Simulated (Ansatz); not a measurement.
# K+ with H₂O: structure and interaction energy

One table from this session's results is given with a row withheld; the runs are named, their logs left out.

The runs use Ansatz 0.2.0, Gaussian basis; PBE0-D4 structure, single points in def2-TZVPPD.

Levels: PBE-D4, revPBE-D4, BLYP-D4, r2SCAN-D4, B97M-V, PBE0-D4, B3LYP-D4, HSE06-D4, wB97X-V, wB97M-V, B2PLYP, Hartree-Fock, MP2, CCSD, CCSD(T). The reference is CCSD(T) extrapolated to the basis limit. For elements past Ar these valence bases correlate outer-core shells poorly and lack relativity, so that limit is rough.

Correlated methods freeze the cores. The outer core shell of Li, Na, Mg and K is correlated. B3LYP uses VWN-RPA correlation. B2PLYP carries no dispersion term here.

25 further runs of the same task are left out: 25 set aside as unsound or not needed.

## Where the work starts

The pair, from a GFN2-xTB docking trial: 4 atoms, charge 1, spin multiplicity 1.

Atoms are counted from 1 here; the program's logs count them from 0.

Bond lengths: K1–O2 2.386 Å, O2–H3 0.967 Å, O2–H4 0.969 Å. Angles: K1–O2–H3 128.6°, K1–O2–H4 128.7°, H3–O2–H4 102.7°.

Coordinates:

```xyz
4

K     0.1982    0.1361   -2.0779
O    -0.0292   -0.0134    0.2925
H    -0.8276   -0.1750    0.8136
H     0.6586    0.0522    0.9718
```

Atoms 1 to 1 are fragment A (K+), the rest fragment B (H₂O).

Set-up of the first run:

Contents of pre/in.yaml:

```yaml
crystal:
  periodic: [false, false, false]
  atoms:
    - {symbol: K, position_ang: [0.198200, 0.136100, -2.077900]}
    - {symbol: O, position_ang: [-0.029200, -0.013400, 0.292500]}
    - {symbol: H, position_ang: [-0.827600, -0.175000, 0.813600]}
    - {symbol: H, position_ang: [0.658600, 0.052200, 0.971800]}
basis:
  gaussian: {orbitals: def2-SVP}
total_charge: 1
hamiltonian: {xc: pbe, dispersion: d4}
relax: {f_tol: 0.03, max_steps: 250}
```

The command line of these runs was not kept.

Steps of the session up to this table: A first relaxation in a small basis; Relaxation at PBE0-D4; CCSD(T)/def2-TZVPPD; Vibrations of the pair.

One of the session's tables, all rows but one given; the rest of the session is left out.

```
      method  interaction (kJ/mol)
      PBE-D4                -71.74
   revPBE-D4                -67.37
     BLYP-D4                -70.63
   r2SCAN-D4                -72.10
      B97M-V                -71.80
     PBE0-D4                -73.35
    B3LYP-D4                -73.38
    HSE06-D4                -73.33
     wB97X-V                -73.03
     wB97M-V                -73.05
      B2PLYP                -71.05
Hartree-Fock                -69.95
         MP2                -69.82
        CCSD                     ?
     CCSD(T)                -69.19
 CCSD(T)/CBS                -73.31
```

Q: Estimate the row for CCSD from the others.

The run gave: interaction (kJ/mol): -69.46. In the column «interaction (kJ/mol)» it lies between MP2 (-69.82) and CCSD(T) (-69.19).
